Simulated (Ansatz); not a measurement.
**C3H5Ga: up Jacob's ladder to CCSD(T)**

The task here is to estimate one member of a computed series from the others.

The runs use Ansatz 0.2.0, Gaussian basis; functionals in def2-TZVPP, the program's frozen cores in correlated methods.

Plan: LDA (SPW92), PBE-D4, revPBE-D4, BLYP-D4, r2SCAN-D4, B97M-V, PBE0-D4, B3LYP-D4, r2SCANh-D4, r2SCAN0-D4, HSE06-D4, BHLYP-D4, CAM-B3LYP-D4, LC-ωPBE, ωB97X-V, ωB97M-V, B2PLYP, PBE-QIDH; CCSD(T)/def2-SVP; CCSD(T)/def2-TZVPP; MP2/def2-QZVPP; extrapolation to the limit; RPA on PBE.

## The relaxed structure

An earlier PBE0-D4 in a triple-zeta def2 set relaxation fixed the geometry.

SMILES `C#[C][GaH][CH3]`, 9 atoms, charge 0, spin multiplicity 1.

Atoms are counted from 1 here; the program's logs count them from 0.

Bond lengths: C1–C2 1.210 Å, C1–H5 1.066 Å, C2–Ga3 1.925 Å, Ga3–C4 1.958 Å, Ga3–H6 1.564 Å, C4–H7 1.093 Å, C4–H8 1.090 Å, C4–H9 1.094 Å. Angles: C2–C1–H5 179.8°, C1–C2–Ga3 179.3°, C2–Ga3–C4 117.4°, C2–Ga3–H6 117.1°, C4–Ga3–H6 125.5°, Ga3–C4–H7 109.9°, Ga3–C4–H8 112.6°, Ga3–C4–H9 109.4°, H7–C4–H8 109.1°, H7–C4–H9 106.9°, H8–C4–H9 108.7°.

As a file:

```xyz
9
charge 0, multiplicity 1
C     1.49866    0.81684   -2.13870
C     0.94999    0.74518   -1.06275
Ga    0.06877    0.61124    0.64368
C    -1.03613   -0.97252    0.96636
H     1.98367    0.88308   -3.08612
H     0.29257    1.78313    1.65545
H    -0.45141   -1.87716    0.78210
H    -1.43517   -1.00629    1.97995
H    -1.87096   -0.98349    0.26004
```

Set-up of the first run:

in.yaml reads:

```yaml
crystal:
  periodic: [false, false, false]
  atoms:
    - {symbol: C, position_ang: [1.498664, 0.816844, -2.138703]}
    - {symbol: C, position_ang: [0.949987, 0.745177, -1.062752]}
    - {symbol: Ga, position_ang: [0.068774, 0.611242, 0.643682]}
    - {symbol: C, position_ang: [-1.036127, -0.972517, 0.966356]}
    - {symbol: H, position_ang: [1.983669, 0.883075, -3.086121]}
    - {symbol: H, position_ang: [0.292565, 1.783125, 1.655453]}
    - {symbol: H, position_ang: [-0.451410, -1.877158, 0.782102]}
    - {symbol: H, position_ang: [-1.435172, -1.006293, 1.979950]}
    - {symbol: H, position_ang: [-1.870961, -0.983485, 0.260043]}
basis:
  gaussian: {orbitals: def2-TZVPP}
hamiltonian: {xc: lda}
output: {orbitals: {seedname: orbitals}}
```

Among the steps run: LDA; PBE-D4 (GGA); revPBE-D4 (GGA); BLYP-D4 (GGA); r2SCAN-D4 (meta-GGA); B97M-V (meta-GGA); PBE0-D4 (hybrid); B3LYP-D4 (hybrid); r2SCANh-D4 (hybrid); r2SCAN0-D4 (hybrid); HSE06-D4 (hybrid); BHLYP-D4 (hybrid); CAM-B3LYP-D4 (range-separated); LC-ωPBE (range-separated); ωB97X-V (range-separated); ωB97M-V (range-separated); B2PLYP (double hybrid); PBE-QIDH (double hybrid).

One table of the session follows, with a row left open; its other results are not shown here.

It belongs to the step «Frontier levels by functional». 

```
  functional  HOMO (eV)  LUMO (eV)  gap (eV)
 LDA (SPW92)      -6.68      -2.67      4.01
      PBE-D4          ?          ?         ?
   revPBE-D4      -6.45      -2.27      4.18
     BLYP-D4      -6.36      -2.33      4.03
   r2SCAN-D4      -6.75      -2.15      4.60
      B97M-V      -6.76      -2.29      4.47
     PBE0-D4      -7.70      -1.58      6.12
    B3LYP-D4      -7.47      -1.85      5.62
  r2SCANh-D4      -7.19      -1.86      5.33
  r2SCAN0-D4      -7.86      -1.44      6.42
    HSE06-D4      -7.30      -1.95      5.35
    BHLYP-D4      -8.75      -0.80      7.95
CAM-B3LYP-D4      -9.04      -0.68      8.36
     LC-ωPBE     -10.44       0.51     10.95
     ωB97X-V     -10.04       0.36     10.40
     ωB97M-V      -9.91       0.16     10.07
```

**Question.** Estimate the row for PBE-D4.

The run gave: HOMO (eV): -6.52; LUMO (eV): -2.40; gap (eV): 4.12. In the column «HOMO (eV)» it lies between LDA (SPW92) (-6.68) and revPBE-D4 (-6.45).
